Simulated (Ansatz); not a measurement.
# GeCl3: the cost of one run

Method: DFT PBE, scalar-relativistic, plane waves, PAW, in Ansatz 0.2.0.

2 further runs of the same task are left out: 1 that didn't finish, 1 set aside as unsound or not needed.

### 1 The system as given

The structure is cubic, space group Im-3m (No. 229). Conventional cell: a = 5.796 Å, b = 5.796 Å, c = 5.796 Å, α = 90.00°, β = 90.00°, γ = 90.00°. Ge (site symmetry m-3m) has 6 Cl at 2.90 Å as nearest neighbours. Cl (site symmetry 4/mmm) is surrounded by 2 Ge at 2.90 Å and 4 Cl at 2.90 Å.

Structure file:

```cif
data_structure
_symmetry_space_group_name_H-M 'Im-3m'
_symmetry_Int_Tables_number 229
_cell_length_a 5.7956
_cell_length_b 5.7956
_cell_length_c 5.7956
_cell_angle_alpha 90.000
_cell_angle_beta 90.000
_cell_angle_gamma 90.000
_cell_volume 194.67
loop_
_atom_site_label
_atom_site_type_symbol
_atom_site_symmetry_multiplicity
_atom_site_Wyckoff_symbol
_atom_site_fract_x
_atom_site_fract_y
_atom_site_fract_z
_atom_site_occupancy
Ge1 Ge 2 a 0.00000 0.00000 0.00000 1
Cl1 Cl 6 b 0.50000 0.00000 0.00000 1
```

It is the end of an earlier relaxation with the same method, from a generated guess; it is a trial structure. At a tolerance of 0.05 Å it has space group Im-3m (No. 229); it has 24.33 Å³/atom, an uncorrected energy of -0.07 eV/atom over the elements.

### 2 Electronic structure at the relaxed geometry

Input file input.yaml:

```yaml
crystal:
  lattice:
    - [-2.8977984313, 2.8977984313, 2.8977984313]
    - [2.8977984313, -2.8977984313, 2.8977984313]
    - [2.8977984313, 2.8977984313, -2.8977984313]
  atoms:
    - { symbol: Ge, position: [0.0, 0.0, 0.0] }
    - { symbol: Cl, position: [0.0, 0.5, 0.5] }
    - { symbol: Cl, position: [0.5, 0.0, 0.5] }
    - { symbol: Cl, position: [0.5, 0.5, 0.0] }
basis:
  ecutwfc: 420
kpoints:
  mp_grid: { grid: [12, 12, 12] }
  band_path:
    path:
      - [[0.0, 0.0, 0.0], [0.5, -0.5, 0.5], [0.0, 0.0, 0.5], [0.0, 0.0, 0.0], [0.25, 0.25, 0.25], [0.5, -0.5, 0.5]]
      - [[0.25, 0.25, 0.25], [0.0, 0.0, 0.5]]
    npoints: 14
hamiltonian:
  xc: pbe
scf:
  occupations: { method: gaussian, width: 0.1 }
  n_extra_bands: 10
output:
  forces: true
  stress: true
  eigenvalues: true
  populations: true
  dos: { projected: true, de: 0.02, nscf_kmesh: { grid: [15, 15, 15] } }
  bader: true
  write_density: true
  write_potential: true
  elf: true
  volumetric_format: npy
```

Started as:

```sh
$ ansatz run input.yaml --threads 1 --pin off --max-ram 2560MiB --backend cpu --events-out ev --progress --plain --runs-dir out
```

What time and memory should one allow on 1 thread of Arm Neoverse V2, shared host?

About 37 s, with a peak of 0.47 GiB.
